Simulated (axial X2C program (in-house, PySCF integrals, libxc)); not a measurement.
# A two-component session on PbRh: properties at the nuclei

Wanted for PbRh: properties at the nuclei, at the two-component level.

Computed with an in-house X2C program for linear molecules on PySCF integrals. Level: two-component X2C with atomic mean-field terms, Pb dyall-cv3z, Rh dyall-cv3z.

All values are calculated.

### Step 1. Set-up

task.json

```json
{"zs": [82, 45], "q": 0, "bas": ["dyall-cv3z", "dyall-cv3z"], "r0": 2.69, "levels": ["PBE0", "HF", "PBE50", "LDA", "B3LYP"], "nst": 2}
```

Keys: zs atomic numbers; q charge; bas basis sets; r0 starting distance in Å; levels methods (HF also brings MP2); nst determinants followed.

Run with:

```bash
$ python soeom.py task.json out
```

Further steps of the session: Expectation values, lowest determinant; Expectation values, a higher determinant.

**Question.** What will these runs give? Wanted: lowest determinant; Eeff magnitude; Ws magnitude Pb; A∥/gI Pb; qzz Pb; higher determinant (for each run or level that gives them).

**Answer**, as computed:

| quantity | value |
| --- | --- |
| lowest determinant | Ω = 5/2 (excess of +ω over −ω: ω = 5/2) |
| Eeff magnitude (GV/cm), PBE0 | 1.09 |
| Ws magnitude Pb (kHz), PBE0 | 0.343 |
| A∥/gI Pb (MHz), PBE0 | -192 |
| qzz Pb (a.u.), PBE0 | -13.64 |
| higher determinant | Ω = 1/2 (excess of +ω over −ω: ω = 1/2) |
| Eeff magnitude (GV/cm), PBE0, higher determinant | 14.1 |
| Ws magnitude Pb (kHz), PBE0, higher determinant | 31 |
| A∥/gI Pb (MHz), PBE0, higher determinant | -1150 |
| qzz Pb (a.u.), PBE0, higher determinant | -12.85 |

In words: In the first state, the effective field runs from 0.333 to 64.7 GV/cm over the mean-field levels, so the levels don't agree on it. The expectation values come from single determinants, which for open shells can mix terms of unlike spin or miss the lowest Ω, so a determinant need not be a state. Eeff is the effective electric field on the electron dipole moment in this Ω state and Ws the scalar–pseudoscalar constant (defined with the proton number Z and per Ω); A∥ is the parallel hyperfine constant, which follows by multiplying with the nuclear g factor gI = μI/(I μN); qzz is the electric field gradient, eQq0 = 234.96 MHz × Q/barn × qzz; μ is positive if Rh is the positive end. The operators were transformed with the bare-nucleus X2C matrices.
